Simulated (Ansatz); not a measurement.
**Ir (fcc type): a relaxation**

The task is a relaxation on Ir (fcc type).

Method: DFT, r2SCAN, PAW with Ansatz's default frozen-core files, scalar-relativistic, in Ansatz 0.2.0.

## 1. Starting point

Symmetry: Fm-3m, No. 225, cubic system. Conventional cell: a = 3.839 Å, b = 3.839 Å, c = 3.839 Å, α = 90.00°, β = 90.00°, γ = 90.00°. Around Ir (site symmetry m-3m) lie 12 Ir at 2.71 Å.

Coordinates:

```
CELL_PARAMETERS angstrom
0.00000 1.91974 1.91974
1.91974 0.00000 1.91974
1.91974 1.91974 0.00000
ATOMIC_POSITIONS crystal
Ir 0.00000 0.00000 0.00000
```

## 2. The run

Contents of input.yaml:

```yaml
crystal:
  lattice:
    - [0.0, 1.9197388244, 1.9197388244]
    - [1.9197388244, 0.0, 1.9197388244]
    - [1.9197388244, 1.9197388244, 0.0]
  atoms:
    - { symbol: Ir, position: [0.0, 0.0, 0.0] }
kpoints:
  mp_grid: { grid: [1, 1, 1] }
scf:
  occupations: { method: fermi_dirac, width: 0.1 }
  max_iter: 75
hamiltonian:
  xc: r2scan
  pseudopotentials: { kind: paw }
output:
  forces: true
  stress: true
relax:
  f_tol: 0.005
  max_steps: 40
  cell: {}
```

Command:

```console
ansatz run input.yaml --threads 2 --pin off --max-ram 4096MiB --backend cpu --events-out ev --progress --plain --runs-dir out
```

Q: Will this input give a usable result? If not, why, and what should change?

This run ends as converged. Convergence says nothing about whether the input makes sense.

The suspect setting: kpoints.mp_grid.grid is [1, 1, 1]. One k-point can't sample the Brillouin zone of so small a cell.

To check: set kpoints.mp_grid.grid to [19, 19, 19].
